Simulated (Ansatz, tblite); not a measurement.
**The cluster TaHO3: rung by rung**

How do method and basis change the picture of the cluster TaHO3 (singlet)?

The runs use Ansatz 0.2.0, Gaussian basis; as each input shows.

Levels to be run: GFN1-xTB, GFN2-xTB, PBE-D4/def2-TZVP, r2SCAN-D4/def2-TZVP, LDA/def2-TZVP, B97M-V/def2-TZVP, revPBE-D4/def2-TZVP, HSE06-D4/def2-TZVP, B3LYP-D4/def2-TZVP, r2SCANh-D4/def2-TZVP, B2PLYP/def2-TZVP, PBE-D4/def2-SVP, PBE0-D4/def2-SVP, PBE0-D4/def2-TZVPD, PBE-D4/def2-TZVPD, r2SCAN-D4/def2-TZVPD, CCSD(T)/def2-TZVPP, MP2/def2-TZVP, RPA/def2-TZVP.

## 1. The geometry

The singlet was relaxed beforehand with r2SCAN-D4/def2-TZVP. At that level it is the lowest of the isomers that a small search found.

5 atoms, charge 0, spin multiplicity 1.

Bond lengths: Ta1–O2 1.852 Å, Ta1–O3 1.927 Å, Ta1–O4 1.869 Å, O2–O3 1.493 Å, O4–H5 0.959 Å. Angles: O2–Ta1–O3 46.5°, O2–Ta1–O4 97.4°, O3–Ta1–O4 143.9°, Ta1–O2–O3 69.4°, Ta1–O3–O2 64.1°, Ta1–O4–H5 147.6°.

Ta takes a core potential in the def2 sets. No spin-orbit coupling is included.

PBE0-D4/def2-TZVP was run before; its log isn't repeated, and its numbers join the tables.

## 2. GFN1-xTB

Tight binding, by tblite at 300 K electronic temperature and without a spin-polarisation term:

```python
tblite.interface.Calculator('GFN1-xTB', numbers, positions, charge=0, uhf=0).singlepoint()
```

Energy -448.6869 eV, HOMO -9.24 eV, LUMO -8.59 eV; 0.005 s.

## 3. GFN2-xTB

Tight binding, by tblite at 300 K electronic temperature and without a spin-polarisation term:

```python
tblite.interface.Calculator('GFN2-xTB', numbers, positions, charge=0, uhf=0).singlepoint()
```

Energy -397.4425 eV, HOMO -10.90 eV, LUMO -8.28 eV; 0.005 s.

## 4. PBE-D4/def2-TZVP

start.molden holds the orbitals of an earlier run on this state, given as this run's starting guess.

File in.yaml:

```yaml
crystal:
  periodic: [false, false, false]
  atoms:
    - {symbol: Ta, position_ang: [-0.042576, -0.753175, 0.469262]}
    - {symbol: O, position_ang: [1.125597, 0.683427, 0.431158]}
    - {symbol: O, position_ang: [1.559836, -0.319682, 1.447932]}
    - {symbol: O, position_ang: [-1.211729, -0.147795, -0.856706]}
    - {symbol: H, position_ang: [-1.431128, 0.537235, -1.491647]}
basis:
  gaussian: {orbitals: def2-TZVP, initial_orbitals: start.molden}
hamiltonian: {xc: pbe, dispersion: d4}
scf: {omitted_lower_state_checks: [starts]}
output: {orbitals: {seedname: orbitals}}
```

Started as:

```bash
$ ansatz run in.yaml --threads 4 --pin off --events-out ev --progress --plain --max-ram 3916MiB
```

After this run come: r2SCAN-D4/def2-TZVP; LDA/def2-TZVP; B97M-V/def2-TZVP; revPBE-D4/def2-TZVP; HSE06-D4/def2-TZVP; B3LYP-D4/def2-TZVP; r2SCANh-D4/def2-TZVP; B2PLYP/def2-TZVP; PBE-D4/def2-SVP; PBE0-D4/def2-SVP; PBE0-D4/def2-TZVPD; PBE-D4/def2-TZVPD; r2SCAN-D4/def2-TZVPD; CCSD(T)/def2-TZVPP; MP2/def2-TZVP; RPA/def2-TZVP.

**Question.** What will the summary of the whole plan be? Wanted: gap in def2-TZVP, named functionals, smallest and largest; correlation energy, CCSD(T)/def2-TZVPP; correlation energy, MP2/def2-TZVP; binding an atom, functionals in def2-TZVP; PBE0 total energy, smallest basis above largest.

The runs gave:

| quantity | value |
| --- | --- |
| gap in def2-TZVP, named functionals, smallest and largest | 1.11 eV (LDA), 3.08 eV (PBE0-D4) |
| correlation energy, CCSD(T)/def2-TZVPP | -31.23 eV |
| correlation energy, MP2/def2-TZVP | -28.80 eV |
| binding an atom, functionals in def2-TZVP | 3.88 (r2SCANh-D4) to 5.01 eV (LDA) |
| PBE0 total energy, smallest basis above largest | 8.02 eV (def2-SVP, def2-TZVPD) |

What this shows: Over the named functionals in def2-TZVP the gap runs from 1.11 eV (LDA) to 3.08 eV (PBE0-D4); exact exchange widens it. Notes on CCSD(T)/def2-TZVPP and its Hartree-Fock reference, which MP2 shares: restricted state is unstable towards broken spin symmetry.
